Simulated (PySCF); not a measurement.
# C5H11BO: electronic excitations

Wanted: the electronic excitations of C5H11BO (`BOCC(=C)CC`), by calculation.

Computed with PySCF 2.14.0, with density-fitted response routines of our own, on a single molecule in the gas phase. Atoms are numbered from 0 throughout.

### Step 1. Starting geometry

18 atoms, charge 0, multiplicity 1; geometry from: GFN2-xTB.

Bonds of the start (Å): B0–O1 1.32, O1–C2 1.41, C2–C3 1.51, C3–C4 1.32, C3–C5 1.50, C5–C6 1.53, B0–H7 1.17, B0–H8 1.18, C2–H9 1.10, C2–H10 1.10, C4–H11 1.08, C4–H12 1.08, C5–H13 1.09, C5–H14 1.09, C6–H15 1.09, C6–H16 1.09, C6–H17 1.09.

### Step 2. Ultraviolet spectrum: CAM-B3LYP/def2-SVPD

The job: settings as JSON, then the geometry in Å.

```
{"job": {"kind": "uv", "xc": "CAM-B3LYP", "basis": "def2-SVPD", "nstates": 8, "ntriplets": 3}, "charge": 0, "multiplicity": 1}
B      2.808839    -0.538457    -0.961931
O      1.594623    -0.023509    -0.998063
C      0.982590     0.669960     0.071682
C     -0.162109    -0.140882     0.629332
C     -0.194927    -0.514250     1.897817
C     -1.247210    -0.484152    -0.352153
C     -2.256081     0.658280    -0.486647
H      3.146152    -1.094020    -1.937102
H      3.516333    -0.438058    -0.019964
H      0.603872     1.616014    -0.336892
H      1.713365     0.888961     0.859027
H      0.583866    -0.252583     2.594145
H     -1.011460    -1.094937     2.292931
H     -0.792756    -0.684615    -1.323947
H     -1.768866    -1.383361    -0.020444
H     -1.775767     1.559200    -0.860617
H     -2.702142     0.883085     0.479832
H     -3.047082     0.379642    -1.178652
```

Level: TDDFT CAM-B3LYP/def2-SVPD, vertical, gas phase, core orbitals frozen in the response.

Started as:

```bash
$ OMP_NUM_THREADS=1 python probes_run.py task.json out
```

One launch serves the whole session: the jobs run in the order shown.

What will the session give for the following? lowest singlet (CAM-B3LYP/def2-SVPD); brightest single state of those computed; lowest triplet. Wanted: lowest singlet; brightest single state of those computed; lowest triplet.

The runs gave:

| quantity | value |
| --- | --- |
| lowest singlet (CAM-B3LYP/def2-SVPD) | 6.35 eV (195 nm), f = 0.000 |
| brightest single state of those computed | state 2, 7.06 eV, f = 0.170 |
| lowest triplet | 4.41 eV |

The lowest singlet, at 6.35 eV, is HOMO−1→LUMO 0.79 and is dark; of the 8 states computed, the strongest absorption comes from state 2 at 7.06 eV (the last state computed is bright too, and its partners may lie past the list). The lowest triplet lies 1.93 eV below the lowest singlet (triplets in Tamm-Dancoff, singlets in full TDDFT).
